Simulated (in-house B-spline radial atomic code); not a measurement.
# Si⁴⁺: ionisation energy by several methods

One table from this session's results is given with a row withheld; the runs are named, their logs left out.

Method: non-relativistic, several functionals, spin-polarised, exact exchange averaged over the configuration; spherical all-electron atom at the radial basis limit. Code: in-house B-spline radial atomic code version 1.

## What is computed

```
element       : silicon (Z = 14)
charge        : +4
electrons     : 10
configuration : [He] 2s2 2p6
nucleus       : point
```

Outer shells as boxes (Hund's rule):

[He] 2s2 2p6
```
[He] core
2s [↑↓]
2p [↑↓][↑↓][↑↓]
```

Where spins are not typed, each open shell is filled with up spins first.

The first run:

Settings, as recorded:

```ini
Z = 14
electrons = 10.0
configuration = [He] 2s2 2p6
hamiltonian = nr
method = m062x
spin_polarised = True
exact_exchange = averaged over the configuration
```

Run with:

```bash
python run_scf.py task.json out
```

task.json lists these runs, among others, and the program works through them in turn.

Among the steps run: M06-2X; r2SCAN0; TPSSh; B3LYP; ωB97X.

One table of the session follows, with a row left open; its other results are not shown here.

| method | ΔSCF (eV) |
| --- | --- |
| M06-2X | 166.15 |
| r2SCAN0 | 168.11 |
| TPSSh | 167.44 |
| B3LYP | ? |
| ωB97X | 166.88 |

Estimate the missing values for B3LYP.

**Answer.** ΔSCF (eV): 167.28. In the column «ΔSCF (eV)» it lies between ωB97X (166.88) and TPSSh (167.44).
